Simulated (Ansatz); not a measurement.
# FH4SbSi: functionals against CCSD(T) at one geometry

How do the functionals fare away from a minimum? The structure is a structure displaced at random from a GFN2-xTB minimum.

Method: single points in def2-TZVPP; program: Ansatz 0.2.0, Gaussian basis.

Cores are frozen in the correlated methods. Filled d shells of the heavier atoms are correlated. Core potentials replace the inner electrons past krypton, and spin-orbit coupling is left out.

## 1. The system as given

SMILES `F[SiH2][SbH2]`, 7 atoms, charge 0, spin multiplicity 1.

Atoms are counted from 1 here; the program's logs count them from 0.

Bond lengths: F1–Si2 1.661 Å, Si2–Sb3 2.466 Å, Si2–H4 1.461 Å, Si2–H5 1.465 Å, Sb3–H6 1.821 Å, Sb3–H7 1.710 Å. Angles: F1–Si2–Sb3 104.7°, F1–Si2–H4 101.7°, F1–Si2–H5 101.6°, Sb3–Si2–H4 127.3°, Sb3–Si2–H5 109.8°, H4–Si2–H5 108.3°, Si2–Sb3–H6 92.1°, Si2–Sb3–H7 84.9°, H6–Sb3–H7 88.4°.

Coordinates:

```xyz
7
FH4SbSi
F    -1.9666    0.8755   -0.3965
Si   -0.6699   -0.1565   -0.5126
Sb    1.1583    0.9962    0.6755
H    -1.2797   -1.4382   -0.1678
H    -0.4114   -0.1423   -1.9549
H     0.8398    0.0631    2.2066
H     2.1249   -0.3078    0.1389
```

## 2. CCSD(T)/def2-TZVPP

run/in.yaml

```yaml
crystal:
  periodic: [false, false, false]
  atoms:
    - {symbol: F, position_ang: [-1.966600, 0.875500, -0.396500]}
    - {symbol: Si, position_ang: [-0.669900, -0.156500, -0.512600]}
    - {symbol: Sb, position_ang: [1.158300, 0.996200, 0.675500]}
    - {symbol: H, position_ang: [-1.279700, -1.438200, -0.167800]}
    - {symbol: H, position_ang: [-0.411400, -0.142300, -1.954900]}
    - {symbol: H, position_ang: [0.839800, 0.063100, 2.206600]}
    - {symbol: H, position_ang: [2.124900, -0.307800, 0.138900]}
basis:
  gaussian: {orbitals: def2-TZVPP}
correlation: {method: ccsd_t}
output: {forces: true}
```

No record of the launch command was kept for these runs.

## 3. PBE0-D4/def2-TZVPP

run/in.yaml: that of step 2 with these lines changed.

```diff
@@ -12,3 +12,3 @@
   gaussian: {orbitals: def2-TZVPP}
-correlation: {method: ccsd_t}
-output: {forces: true}
+hamiltonian: {xc: pbe0, dispersion: d4}
+output: {forces: true, orbitals: {seedname: orbitals}}
```

## 4. wB97M-V/def2-TZVPP

run/in.yaml: that of step 3 with these lines changed.

```diff
@@ -12,3 +12,3 @@
   gaussian: {orbitals: def2-TZVPP}
-hamiltonian: {xc: pbe0, dispersion: d4}
-output: {forces: true, orbitals: {seedname: orbitals}}
+hamiltonian: {xc: {name: wB97M-V}}
+output: {forces: true}
```

## 5. r2SCAN-D4/def2-TZVPP

run/in.yaml: that of step 4 with these lines changed.

```diff
@@ -12,3 +12,3 @@
   gaussian: {orbitals: def2-TZVPP}
-hamiltonian: {xc: {name: wB97M-V}}
+hamiltonian: {xc: r2scan, dispersion: d4}
 output: {forces: true}
```

## 6. PBE-D4/def2-TZVPP

run/in.yaml: that of step 5 with these lines changed.

```diff
@@ -12,3 +12,3 @@
   gaussian: {orbitals: def2-TZVPP}
-hamiltonian: {xc: r2scan, dispersion: d4}
+hamiltonian: {xc: pbe, dispersion: d4}
 output: {forces: true}
```

## 7. SPW92/def2-TZVPP

run/in.yaml: that of step 6 with these lines changed.

```diff
@@ -12,3 +12,3 @@
   gaussian: {orbitals: def2-TZVPP}
-hamiltonian: {xc: pbe, dispersion: d4}
+hamiltonian: {xc: lda}
 output: {forces: true}
```

## 8. CAM-B3LYP-D4/def2-TZVPP

run/in.yaml: that of step 7 with these lines changed.

```diff
@@ -12,3 +12,3 @@
   gaussian: {orbitals: def2-TZVPP}
-hamiltonian: {xc: lda}
+hamiltonian: {xc: {name: CAM-B3LYP}, dispersion: d4}
 output: {forces: true}
```

(Steps that only read results are left out.)

**Question.** What will these runs give? Wanted: energy less free atoms, CCSD(T)/def2-TZVPP; RMS force component; RMS force error; HOMO and LUMO, PBE0-D4; T1 diagnostic.

As calculated:

```
                                  quantity                                                                                              value
energy less free atoms, CCSD(T)/def2-TZVPP                                                                                         -19.551 eV
                       RMS force component                                                               0.687 to 0.843 eV/Å over the methods
                           RMS force error  PBE0-D4 0.075, wB97M-V 0.069, r2SCAN-D4 0.081, PBE-D4 0.268, SPW92 0.211, CAM-B3LYP-D4 0.026 eV/Å
                    HOMO and LUMO, PBE0-D4                                                                                 -7.82 and -0.96 eV
                             T1 diagnostic                                                                                              0.014
```

In words: Against CCSD(T) the functionals' energies less atoms differ by -3.403 to -0.192 eV, PBE-D4 by -0.570 eV. The reference is not at the basis limit: in triple zeta CCSD(T) underbinds, which counts against methods that bind more; the gaps are no ranking. For forces CAM-B3LYP-D4 does best and PBE-D4 worst. Frozen-core CCSD(T) forces in triple zeta carry basis errors of their own, and this is one geometry, so small gaps rank nothing.
